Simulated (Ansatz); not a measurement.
Write a Python script for the Python package of Ansatz (0.2.0) that makes a short molecular-dynamics run of CH3BO2, SMILES B1OCO1. Settings: B3LYP, 6-31G* basis, multiplicity 1.

```xyz
7

B    -0.9749    0.2123   -0.6035
O    -0.6278    0.0948    0.8126
C     0.5825   -0.3201    0.3929
O     0.3986   -0.2881   -0.9356
H    -1.5843    1.1542   -1.1443
H     0.8324   -1.3387    0.7581
H     1.4348    0.4176    0.6741
```

`md.py`
```python
import ansatz as az
from ase import Atoms
import numpy as np

BASIS = "6-31G*"
FUNCTIONAL = "b3lyp"
N_STEPS = 40
TEMPERATURE_K = 800

atoms = Atoms(["B", "O", "C", "O", "H", "H", "H"], positions=[
    (-0.9749, 0.2123, -0.6035),
    (-0.6278, 0.0948, 0.8126),
    (0.5825, -0.3201, 0.3929),
    (0.3986, -0.2881, -0.9356),
    (-1.5843, 1.1542, -1.1443),
    (0.8324, -1.3387, 0.7581),
    (1.4348, 0.4176, 0.6741),
])
mol = az.Crystal.molecule_from_ase(atoms)

setup = mol.calculation()
setup = setup.basis(gaussian=BASIS)
setup = setup.functional(FUNCTIONAL).md("nvt_langevin", timestep=0.25, steps=N_STEPS, temperature=TEMPERATURE_K, initial_velocities="maxwell_boltzmann", seed=48, friction=0.02)
frames = []
outcome = setup.session().plan().execute(on_event=lambda e: frames.append(e["data"]) if e["event"] == "md_step" else None)
print("t (fs)   E_pot (eV)      E_kin (eV)   T (K)   d(0-1) (A)")
for f in frames[::3]:
    xyz = np.array(f["positions_ang"])
    print(f"{f['time_fs']:6.2f} {f['lagrangian_ev']:14.5f} {f['e_kin_ev']:10.5f} {f['temperature_k']:8.1f} {np.linalg.norm(xyz[0] - xyz[1]):9.4f}")
print("mean temperature", round(float(np.mean([f["temperature_k"] for f in frames])), 1), "K")
```

```console
$ python md.py
t (fs)   E_pot (eV)      E_kin (eV)   T (K)   d(0-1) (A)
  0.00    -5856.32820    0.62045    685.7    1.4627
  0.75    -5856.39927    0.67927    750.7    1.4645
  1.50    -5856.47635    0.85356    943.3    1.4630
  2.25    -5856.54001    0.92165   1018.6    1.4604
  3.00    -5856.58112    0.93612   1034.6    1.4563
  3.75    -5856.60358    1.00110   1106.4    1.4505
  4.50    -5856.61111    1.01316   1119.7    1.4444
  5.25    -5856.61334    0.98227   1085.6    1.4370
  6.00    -5856.62043    0.98406   1087.6    1.4288
  6.75    -5856.61702    1.06225   1174.0    1.4211
  7.50    -5856.60142    1.07881   1192.3    1.4127
  8.25    -5856.55958    1.03864   1147.9    1.4028
  9.00    -5856.49112    0.93326   1031.4    1.3936
  9.75    -5856.42756    0.80482    889.5    1.3831
mean temperature 1035.1 K
```

Notes:
- The settings weren't tested for convergence.
- The trajectory is only some femtoseconds long, so its temperature is not equilibrated; where the script doesn't relax first, it starts from a rough generated geometry.
- b3lyp holds the VWN-RPA fit, as in Gaussian; the form of ORCA and Turbomole is b3lyp5.
- The printed temperature counts all 3N degrees of freedom under Langevin dynamics, so the first row lies under the target.
- Wall time of the script: 66 s on 1 thread of Arm Neoverse V2, on a shared host, peak memory 0.19 GiB.
